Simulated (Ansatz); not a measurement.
# TaVN2 (P4/mmm) in Ansatz: reference runs

Reference runs on TaVN2: the cell as given and a disturbed copy.

Program: Ansatz 0.2.0. These are calculated values, not measurements. Logs are shortened: lines on timing, memory, paths and dates and some standing lists are left out, and cuts for length are marked.

### 1 The structure

Symmetry: P4/mmm, No. 123, tetragonal system. Conventional cell: a = 3.050 Å, b = 3.050 Å, c = 4.296 Å, α = 90.00°, β = 90.00°, γ = 90.00°. Around Ta (site symmetry 4/mmm) lie 6 N at 2.15 to 2.16 Å. V (site symmetry 4/mmm) is surrounded by 6 N at 2.15 to 2.16 Å. N (site symmetry 4/mmm) is surrounded by 2 V at 2.15 Å and 4 Ta at 2.16 Å. N (site symmetry 4/mmm) has 2 Ta at 2.15 Å and 4 V at 2.16 Å as nearest neighbours.

The cell comes from a database or a generator and needn't be the stable form of this composition.

### 2 Single point, PBEsol, collinear spin, ferromagnetic start

input.yaml

```yaml
crystal:
  lattice:
    - [3.049867, 0.0, 0.0]
    - [0.0, 3.049867, 0.0]
    - [0.0, 0.0, 4.296062]
  atoms:
    - { symbol: Ta, position: [0.0, 0.0, 0.0] }
    - { symbol: V, position: [0.5, 0.5, 0.5], spin: 2.0 }
    - { symbol: "N", position: [0.5, 0.5, 0.0] }
    - { symbol: "N", position: [0.0, 0.0, 0.5] }
hamiltonian:
  xc: pbesol
  pseudopotentials: { kind: paw }
magnetization:
  spin_polarized: true
kpoints:
  mp_grid: { grid: [9, 9, 6] }
scf:
  occupations: { method: fermi_dirac, width: 0.05 }
output:
  forces: true
  stress: true
  eigenvalues: true
```

Potentials or basis: Ansatz PAW.

The run is started by

```
> ansatz run input.yaml --threads 2 --pin off --max-ram 5632MiB --backend cpu --events-out ev --progress --plain --runs-dir out
```

The program printed:

```text
Warning: RAYON_NUM_THREADS=2 ignored (pool sized by the plan → 2); use --threads N
Engine: ansatz 0.2.0, aarch64-unknown-linux-gnu
Pseudopotentials: kind: paw
Pseudopotential: Ta, paw, valence charge 13, recommended cutoff 420 eV (normal), Ta.paw.azcp
Pseudopotential: V, paw, valence charge 13, recommended cutoff 420 eV (normal), V.paw.azcp
Pseudopotential: N, paw, valence charge 5, recommended cutoff 420 eV (normal), N.paw.azcp
Functional definition: PBEsol
  exchange = pbesol_x
  correlation = pbesol_c
Crystal: 4 atoms, lattice volume = 39.961 Å³
Basis set: ecut = 420 eV, 775 PW (Γ), exchange–correlation on 48×48×60 points (8 copies of the dense FFT grid, shifted against one another)
Bands: 23, of which v1, the nominal top of the filled ones, is band 18 counted from 1 (17 counted from 0)
Symmetry: 16 space group operations
Space group: P4/mmm (ITA 123), of the structure as read, at distance tolerance 3.4e-5 Å
Magnetic group: BNS 123.339 (UNI 999), of the structure as read, at distance tolerance 3.4e-5 Å
k-points: 60 of 486
Non-local potential: Ta, projectors of the file, l = 0: 3, l = 1: 2, l = 2: 2, l = 3: 1
Non-local potential: V, projectors of the file, l = 0: 3, l = 1: 2, l = 2: 3, l = 3: 1
Non-local potential: N, projectors of the file, l = 0: 2, l = 1: 2, l = 2: 1
PAW form: soft (Blöchl's): semilocal exchange-correlation on the pseudo side does not see the compensation charge
PAW frozen core: Ta, regenerated for the run's functional, and the local potential with it (the file was generated under x = pbe(κ = 0.804, μ = 0.2195149727645171), c = pbe(β = 0.06672455060314922))
PAW frozen core: V, regenerated for the run's functional, and the local potential with it (the file was generated under x = pbe(κ = 0.804, μ = 0.2195149727645171), c = pbe(β = 0.06672455060314922))
PAW frozen core: N, regenerated for the run's functional, and the local potential with it (the file was generated under x = pbe(κ = 0.804, μ = 0.2195149727645171), c = pbe(β = 0.06672455060314922))
PAW one-centre angular grid: Ta, 590 points (default); XC on 64 Gauss nodes
PAW one-centre angular grid: V, 590 points (default); XC on 64 Gauss nodes
PAW one-centre angular grid: N, 110 points (default); XC on 64 Gauss nodes
Initial density: superposition of atomic densities (chi_scale 0.1, normalization cell, long waves kept (reshape's long-wave potential 0.00 eV rms))
Starting moments: Σ|m| = 2 μB on 1 of 4 sites
Initial wavefunctions: pseudopotential atomic-orbital guess
Functional: x = pbesol(κ = 0.804, μ = 0.12345679012345678), c = pbesol(β = 0.046)
SCF iter   1: F=—  HF=-13453.677359 eV  |F-HF|=—  |Δ(HF+E_count)|=         —  Δρ=7.96e-2 (↑7.96e-2 ↓4.89e-2)  dr2=1.76e0  dr2_m=1.20e0  M=0.543 μB ∫|m|=0.722 μB  β_m=0.30  ethr=3.10e-3  ⟨swp⟩=5.6  Hψ=11991  notcnv=0
Mixer restart at iter 1: flushing history
preconditioner: auto → Kerker (q_TF=auto, 2.681 Å⁻¹)  [metal: Δε(μ)=0.008 eV  Ē_g=9.472 eV  σ=0.050 eV  W_gap=0.04  n_scr=14 (ndim 8)  ℏωp=26.3 eV  f_vac=0.000  D(μ)=2.09/eV (n_scr^D=20)]
spin=Collinear: Kerker preconditioning applied to the charge; magnetization (m = ρ↑ − ρ↓) channel mixes plain (no charge-response kernel on spin).
SCF iter   2: F=—  HF=-13452.898830 eV  |F-HF|=—  |Δ(HF+E_count)|=   7.79e-1  Δρ=4.38e-2 (↑4.38e-2 ↓3.78e-2)  dr2=3.95e-1  dr2_m=4.81e-1  M=0.642 μB ∫|m|=0.790 μB  β_m=0.49  ethr=3.10e-3  ⟨swp⟩=2.1  Hψ=4280  notcnv=0  defer=4
SCF iter   3: F=—  HF=-13453.015660 eV  |F-HF|=—  |Δ(HF+E_count)|=   1.17e-1  Δρ=1.32e-2 (↑1.06e-2 ↓1.32e-2)  dr2=1.86e-1  dr2_m=9.59e-3  M=0.848 μB ∫|m|=0.956 μB  β_m=0.68  ethr=1.10e-3  ⟨swp⟩=2.2  Hψ=4667  notcnv=0  defer=4
SCF iter   4: F=—  HF=-13453.158055 eV  |F-HF|=—  |Δ(HF+E_count)|=   1.42e-1  Δρ=5.24e-3 (↑5.24e-3 ↓3.97e-3)  dr2=4.99e-2  dr2_m=1.15e-3  M=0.929 μB ∫|m|=1.036 μB  β_m=0.84  ethr=5.18e-4  ⟨swp⟩=2.7  Hψ=4759  notcnv=0  defer=5
SCF iter   5: F=—  HF=-13453.150314 eV  |F-HF|=—  |Δ(HF+E_count)|=   7.74e-3  Δρ=4.19e-3 (↑4.19e-3 ↓1.42e-3)  dr2=1.09e-2  dr2_m=1.13e-3  M=0.910 μB ∫|m|=1.030 μB  β_m=0.92  ethr=1.39e-4  ⟨swp⟩=2.4  Hψ=4682  notcnv=0  defer=2
SCF iter   6: F=—  HF=-13453.154252 eV  |F-HF|=—  |Δ(HF+E_count)|=   3.94e-3  Δρ=9.13e-4 (↑9.13e-4 ↓5.50e-4)  dr2=9.95e-4  dr2_m=4.14e-5  M=0.918 μB ∫|m|=1.037 μB  β_m=0.76  ethr=3.01e-5  ⟨swp⟩=2.3  Hψ=5332  notcnv=0  defer=2
SCF iter   7: F=—  HF=-13453.154094 eV  |F-HF|=—  |Δ(HF+E_count)|=   1.58e-4  Δρ=2.31e-4 (↑2.31e-4 ↓1.63e-4)  dr2=1.01e-4  dr2_m=1.38e-6  M=0.908 μB ∫|m|=1.029 μB  β_m=0.88  ethr=2.76e-6  ⟨swp⟩=1.9  Hψ=3393  notcnv=0  defer=2
SCF iter   8: F=—  HF=-13453.154080 eV  |F-HF|=—  |Δ(HF+E_count)|=   1.39e-5  Δρ=7.45e-5 (↑7.45e-5 ↓6.62e-5)  dr2=1.27e-5  dr2_m=8.46e-8  M=0.906 μB ∫|m|=1.027 μB  β_m=0.94  ethr=2.79e-7  ⟨swp⟩=1.3  Hψ=2815  notcnv=0  defer=2
SCF iter   9: F=—  HF=-13453.154072 eV  |F-HF|=—  |Δ(HF+E_count)|=   7.96e-6  Δρ=2.79e-5 (↑2.79e-5 ↓2.48e-5)  dr2=4.55e-7  dr2_m=1.85e-7  M=0.904 μB ∫|m|=1.025 μB  β_m=0.86  ethr=3.53e-8  ⟨swp⟩=2.3  Hψ=3839  notcnv=0  defer=2
SCF iter  10: F=—  HF=-13453.154072 eV  |F-HF|=—  |Δ(HF+E_count)|=   8.81e-8  Δρ=1.62e-5 (↑1.62e-5 ↓1.14e-5)  dr2=3.96e-8  dr2_m=5.94e-8  M=0.904 μB ∫|m|=1.025 μB  β_m=0.86  ethr=1.26e-9  ⟨swp⟩=2.0  Hψ=3953  notcnv=0  defer=2
SCF iter  11: F=—  HF=-13453.154072 eV  |F-HF|=—  |Δ(HF+E_count)|=   1.64e-8  Δρ=3.05e-6 (↑3.05e-6 ↓2.65e-6)  dr2=3.04e-9  dr2_m=2.02e-9  M=0.904 μB ∫|m|=1.025 μB  β_m=0.93  ethr=1.10e-10  ⟨swp⟩=2.0  Hψ=4404  notcnv=0  defer=2
SCF iter  12: F=—  HF=-13453.154072 eV  |F-HF|=—  |Δ(HF+E_count)|=   5.17e-9  Δρ=6.43e-6 (↑6.43e-6 ↓2.42e-6)  dr2=4.16e-8  dr2_m=2.25e-9  M=0.904 μB ∫|m|=1.025 μB  β_m=0.93  ethr=8.44e-12  ⟨swp⟩=1.1  Hψ=7795  notcnv=0
SCF iter  13: F=-13453.154072 eV  HF=-13453.154072 eV  |F-HF|=5.64e-10  |Δ(HF+E_count)|=   3.61e-9  Δρ=8.03e-7 (↑8.03e-7 ↓2.76e-7)  dr2=6.20e-10  dr2_m=4.66e-11  M=0.904 μB ∫|m|=1.025 μB  ethr=8.44e-12  ⟨swp⟩=3.0  Hψ=5927  notcnv=0
SCF 1 converged in 13 iterations: F = -13453.154072 eV  dr2 = 6.20e-10
the search or the solves at the SCF's close seem to have found levels that the self-consistency loop had missed (the run counts 1). By its estimate they hold under 1e-12 electrons; where the run keeps them, the occupations were computed again with them
SCF converged after 13 iterations
Magnetization: 0.9040 μB (18.4520 up, 17.5480 down)
Absolute magnetization: 1.0273 μB (∫|ρ↑−ρ↓|, with the PAW one-centre terms)
Spin contamination: 0.0335 ħ² per cell (⟨S²⟩ above its minimum at these occupations)
Per-site moments (μB) at R_I (Å): [(-0.02602956551930344, 0.8860627875000001), (0.7415630194989756, 0.8860627875000001), (0.0159185244928875, 0.8860627875000001), (0.019510249203478755, 0.8860627875000001)]
Free energy (F): -13453.154072 eV
Harris-Foulkes:  -13453.154072 eV  (|F-HF|=5.64e-10)
Internal energy: -13453.131851 eV  (E = F + TS)
E sigma→0 (E₀):  -13453.142962 eV
Entropy (-TS):   -0.022221 eV (-5.555 meV/atom)
Fermi energy:    19.341183 eV
--- Per-component energies (eV) ---
  E_band       = -165.109341
  E_kinetic    = 965.840664
  E_local      = -1609.916921  (includes V_loc(G=0)·N_el)
  E_nonlocal   = 64.645825
  E_hartree    = 644.391100
  E_xc         = -466.934759
  E_vxc        = -522.639847  (∫ρ·V_xc dr)
  E_paw        = -9604.571161  (= ΣΔE_a)
  E_vpaw       = -351.822431  (= ΣTr[D̂ρ^β])
  E_aug_tail   = 0.000600  (compensation charges beyond the density's cutoff)
  E_ewald      = -3447.006721
  E_core_change = 0.419523  (= ΣΔE_core)
  E_smearing   = -0.022221  (= −TS)
  E_closure    = 0.000000  (closes the sum)
  Σ components = -13453.154072   (vs F -13453.154072, Δ=0.00e0)
--- Forces (eV/Å), atoms counted from 1 ---
  atom   1  Ta    -0.00000000    -0.00000000     0.00000000
  atom   2  V      0.00000000    -0.00000000     0.00000000
  atom   3  N      0.00000000     0.00000000     0.00000000
  atom   4  N     -0.00000000    -0.00000000     0.00000000
  max |Σ_I F_I| component: 4.73e-29 eV/Å
--- Stress (GPa, compression-positive) ---
      -10.813092       0.000000       0.000000
        0.000000     -10.813092       0.000000
        0.000000       0.000000     -11.775848
  P = ⅓ Tr σ = -11.1340 GPa (-111.340 kbar)
--- Band table (eV; the first three rows and the last of 120) ---
  k-point 0 ↑: bands = ["-49.9565", "-45.8824", "-19.8921", "-19.8077", "-19.8077", "-16.5494", "-16.3522", "-16.3522", "1.1323", "2.7676", "12.8465", "14.6317", "15.2346", "15.2346", "16.4663", "16.4663", "16.4671", "17.5364", "17.5364", "17.6246", "18.8676", "19.0330", "20.9851"]
  k-point 1 ↑: bands = ["-49.9564", "-45.8825", "-19.8902", "-19.8071", "-19.8071", "-16.5627", "-16.3529", "-16.3529", "1.2903", "2.8543", "12.5013", "14.7552", "15.0649", "15.1751", "15.1751", "15.9653", "15.9653", "17.4043", "18.2118", "18.2118", "18.9163", "19.9604", "20.9162"]
  k-point 2 ↑: bands = ["-49.9562", "-45.8827", "-19.8865", "-19.8060", "-19.8060", "-16.5892", "-16.3541", "-16.3541", "1.6333", "3.0350", "11.9224", "13.2542", "15.0720", "15.0720", "15.0764", "15.4244", "15.4244", "16.8984", "19.0247", "19.1391", "19.1391", "20.7680", "20.8223"]
  k-point 59 ↓: bands = ["-49.9291", "-44.9921", "-19.1541", "-19.1521", "-18.8866", "-16.8045", "-16.8034", "-16.5384", "2.6184", "4.0940", "12.2634", "12.4378", "12.6719", "13.3449", "13.4256", "13.4831", "19.6334", "19.6471", "20.0299", "20.0510", "20.8597", "21.4201", "22.1070"]
```

It took 6 s on 2 threads of Arm Neoverse V2, shared host; peak memory 0.4 GiB.

Results:

```yaml
Free_energy: -13453.1541 eV
Pressure: -11.1 GPa
Band_gap_on_the_k_mesh: none (metal or under the smearing width)
Net_moment: 0.90 μB per cell
Absolute_moment: 1.03 μB per cell
Site_moments: Ta -0.03; V +0.74; N +0.02 μB
```

Caveat: the pressure holds a Pulay correction of +0.5 GPa for the finite cutoff; the PAW data sets come from PBE, with cores solved anew for the run's functional, which leaves a small shift of forces and pressure.

### 3 Single point, PBEsol, collinear spin, ferromagnetic start (atoms moved at random, drawn with an rms of 0.05 Å)

input.yaml

```yaml
crystal:
  lattice:
    - [3.049867, 0.0, 0.0]
    - [0.0, 3.049867, 0.0]
    - [0.0, 0.0, 4.296062]
  atoms:
    - { symbol: Ta, position: [-0.000143, -0.023803, 0.001906] }
    - { symbol: V, position: [0.498479, 0.494096, 0.492546], spin: 2.0 }
    - { symbol: "N", position: [0.492357, 0.501891, 0.004919] }
    - { symbol: "N", position: [0.007161, 0.000277, 0.490032] }
hamiltonian:
  xc: pbesol
  pseudopotentials: { kind: paw }
magnetization:
  spin_polarized: true
kpoints:
  mp_grid: { grid: [9, 9, 6] }
scf:
  occupations: { method: fermi_dirac, width: 0.05 }
output:
  forces: true
  stress: true
  eigenvalues: true
```

Potentials or basis: Ansatz PAW.

The run is started by

```
> ansatz run input.yaml --threads 2 --pin off --max-ram 5632MiB --backend cpu --events-out ev --progress --plain --runs-dir out
```

The program printed:

```text
Warning: RAYON_NUM_THREADS=2 ignored (pool sized by the plan → 2); use --threads N
[... 8 set-up lines as earlier in the session ...]
Crystal: 4 atoms, lattice volume = 39.961 Å³
Basis set: ecut = 420 eV, 775 PW (Γ), exchange–correlation on 48×48×60 points (8 copies of the dense FFT grid, shifted against one another)
Bands: 23, of which v1, the nominal top of the filled ones, is band 18 counted from 1 (17 counted from 0)
Symmetry: 1 space group operations
Space group: P1 (ITA 1), of the structure as read, at distance tolerance 3.4e-5 Å
Magnetic group: BNS 1.1 (UNI 1), of the structure as read, at distance tolerance 3.4e-5 Å
k-points: 244 of 486 (time reversal used)
[... 9 set-up lines as earlier in the session ...]
[... 17 lines left out ...]
SCF iter  10: F=—  HF=-13453.087008 eV  |F-HF|=—  |Δ(HF+E_count)|=   4.89e-8  Δρ=6.74e-6 (↑6.74e-6 ↓4.02e-6)  dr2=3.09e-8  dr2_m=4.72e-9  M=0.898 μB ∫|m|=1.013 μB  β_m=0.89  ethr=3.61e-9  ⟨swp⟩=2.0  Hψ=15480  notcnv=0  defer=8
SCF iter  11: F=-13453.087008 eV  HF=-13453.087008 eV  |F-HF|=2.99e-8  |Δ(HF+E_count)|=   2.09e-9  Δρ=5.12e-6 (↑5.12e-6 ↓2.43e-6)  dr2=3.25e-8  dr2_m=1.13e-9  M=0.898 μB ∫|m|=1.013 μB  ethr=8.57e-11  ⟨swp⟩=2.1  Hψ=34613  notcnv=0
SCF 1 converged in 11 iterations: F = -13453.087008 eV  dr2 = 3.25e-8
SCF converged after 11 iterations
Magnetization: 0.8977 μB (18.4489 up, 17.5511 down)
Absolute magnetization: 1.0150 μB (∫|ρ↑−ρ↓|, with the PAW one-centre terms)
Spin contamination: 0.0331 ħ² per cell (⟨S²⟩ above its minimum at these occupations)
Per-site moments (μB) at R_I (Å): [(-0.022730188301003252, 0.8602297268376565), (0.7205256155950232, 0.8642262414462919), (0.01526196465108649, 0.8602297268376565), (0.01837916941895721, 0.8655996573792796)]
Free energy (F): -13453.087008 eV
Harris-Foulkes:  -13453.087008 eV  (|F-HF|=2.99e-8)
Internal energy: -13453.064907 eV  (E = F + TS)
E sigma→0 (E₀):  -13453.075958 eV
Entropy (-TS):   -0.022101 eV (-5.525 meV/atom)
Fermi energy:    19.330477 eV
--- Per-component energies (eV) ---
  E_band       = -165.181892
  E_kinetic    = 966.282115
  E_local      = -1615.709287  (includes V_loc(G=0)·N_el)
  E_nonlocal   = 64.821801
  E_hartree    = 647.062693
  E_xc         = -467.019827
  E_vxc        = -522.748279  (∫ρ·V_xc dr)
  E_paw        = -9604.672032  (= ΣΔE_a)
  E_vpaw       = -351.949866  (= ΣTr[D̂ρ^β])
  E_aug_tail   = 0.000583  (compensation charges beyond the density's cutoff)
  E_ewald      = -3444.250476
  E_core_change = 0.419523  (= ΣΔE_core)
  E_smearing   = -0.022101  (= −TS)
  E_closure    = 0.000000  (closes the sum)
  Σ components = -13453.087008   (vs F -13453.087008, Δ=0.00e0)
--- Forces (eV/Å), atoms counted from 1 ---
  atom   1  Ta    -0.25067561     0.92398214    -0.45885450
  atom   2  V      0.12211299     0.07942608     0.39313403
  atom   3  N      0.30475610    -0.88356216    -0.49048576
  atom   4  N     -0.17619030    -0.11984933     0.55621687
  max |Σ_I F_I| component: 1.06e-5 eV/Å
--- Stress (GPa, compression-positive) ---
       -9.287409      -0.351601       0.000374
       -0.351601      -9.561639       0.068118
        0.000374       0.068119     -10.673178
  P = ⅓ Tr σ = -9.8407 GPa (-98.407 kbar)
--- Band table (eV; the first three rows and the last of 488) ---
  k-point 0 ↑: bands = ["-49.9322", "-45.8844", "-19.8941", "-19.8147", "-19.8086", "-16.5351", "-16.3401", "-16.3327", "1.1300", "2.7656", "12.8456", "14.2914", "15.1584", "15.4838", "16.3431", "16.3862", "16.4431", "17.5563", "17.6499", "17.7274", "18.9009", "19.0408", "21.1027"]
  k-point 1 ↑: bands = ["-49.9321", "-45.8845", "-19.8922", "-19.8142", "-19.8081", "-16.5485", "-16.3407", "-16.3332", "1.2875", "2.8515", "12.5011", "14.3534", "14.9854", "15.1033", "15.4707", "15.9409", "16.0351", "17.4573", "18.1882", "18.2321", "18.9542", "19.9559", "21.0396"]
  k-point 2 ↑: bands = ["-49.9319", "-45.8847", "-19.8886", "-19.8130", "-19.8069", "-16.5750", "-16.3419", "-16.3344", "1.6293", "3.0304", "11.9219", "13.2349", "14.4673", "14.9878", "15.3537", "15.4162", "15.7202", "16.9450", "18.9556", "19.1210", "19.1892", "20.7786", "20.9210"]
  k-point 243 ↓: bands = ["-49.9240", "-45.0154", "-19.2001", "-19.0241", "-18.9129", "-16.8884", "-16.5384", "-16.3459", "3.3113", "3.6086", "10.6332", "11.4507", "12.5051", "13.3591", "13.7289", "14.0206", "18.7977", "19.5162", "20.2885", "20.9741", "21.3255", "21.5689", "22.0041"]
```

It took 32 s on 2 threads of Arm Neoverse V2, shared host; peak memory 0.67 GiB.

What came out:

| Quantity | Value |
| --- | --- |
| Free energy | -13453.0870 eV |
| Pressure | -9.8 GPa |
| Largest force | 1.062 eV/Å |
| Band gap on the k mesh | none (metal or under the smearing width) |
| Net moment | 0.90 μB per cell |
| Absolute moment | 1.01 μB per cell |
| Site moments | Ta -0.02; V +0.72; N +0.02 μB |

Forces in eV/Å, atoms in the order of the input:
```
Ta  -0.251  0.924 -0.459
V    0.122  0.079  0.393
N    0.305 -0.884 -0.490
N   -0.176 -0.120  0.556
```

Stress tensor (GPa, compression positive):
```
 -9.29  -0.35   0.00
 -0.35  -9.56   0.07
  0.00   0.07 -10.67
```

Caveat: the pressure holds a Pulay correction of +0.5 GPa for the finite cutoff; the PAW data sets come from PBE, with cores solved anew for the run's functional, which leaves a small shift of forces and pressure. Spin-orbit coupling is left out, which matters for the levels of Ta.
